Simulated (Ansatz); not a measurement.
# SiClF₂ radical: small, medium and large basis sets

An exercise on one series of results from a longer session: the logs are not shown, and one member is left open.

Method: one geometry, several basis sets; program: Ansatz 0.2.0, Gaussian basis.

Levels to be run: PBE0-D4/def2-SVP; ωB97M-V/def2-SVP; PBE0-D4/def2-QZVPP; ωB97M-V/def2-QZVPP; the functionals' def2-TZVPP values are taken from earlier runs.

## The relaxed structure

The geometry comes from an earlier relaxation with PBE0-D4 in a triple-zeta def2 set; it is a stationary point.

SMILES `F[Si](F)Cl`, 4 atoms, charge 0, spin multiplicity 2.

Atoms are counted from 1 here; the program's logs count them from 0.

Bond lengths: F1–Si2 1.585 Å, Si2–F3 1.585 Å, Si2–Cl4 2.036 Å. Angles: F1–Si2–F3 107.0°, F1–Si2–Cl4 108.9°, F3–Si2–Cl4 108.9°.

The first run:

in.yaml reads:

```yaml
crystal:
  periodic: [false, false, false]
  atoms:
    - {symbol: F, position_ang: [1.308150, 0.128960, 0.798038]}
    - {symbol: Si, position_ang: [0.221247, -0.316488, -0.265662]}
    - {symbol: F, position_ang: [-0.871824, -1.157375, 0.514943]}
    - {symbol: Cl, position_ang: [-0.657583, 1.344904, -1.047309]}
basis:
  gaussian: {orbitals: def2-SVP}
magnetization: {spin_polarized: true, initial_magnetization: 1}
hamiltonian: {xc: pbe0, dispersion: d4}
output: {orbitals: {seedname: orbitals}}
```

Steps of the session up to this table: PBE0-D4 in def2-SVP; ωB97M-V in def2-SVP; PBE0-D4 in def2-QZVPP; ωB97M-V in def2-QZVPP.

One of the session's tables, all rows but one given; the rest of the session is left out.

It belongs to the step «Density functionals: the series». 

| functional | basis | HOMO (eV) | LUMO (eV) |
| --- | --- | --- | --- |
| PBE0-D4 | def2-SVP | ? | ? |
| PBE0-D4 | def2-TZVPP | -7.54 | -3.33 |
| PBE0-D4 | def2-QZVPP | -7.58 | -3.40 |
| ωB97M-V | def2-SVP | -9.16 | -1.64 |
| ωB97M-V | def2-TZVPP | -9.31 | -1.73 |
| ωB97M-V | def2-QZVPP | -9.37 | -1.84 |

Estimate the missing values for PBE0-D4, def2-SVP.

**Answer.** HOMO (eV): -7.41; LUMO (eV): -3.30. In the column «HOMO (eV)» it is the highest.
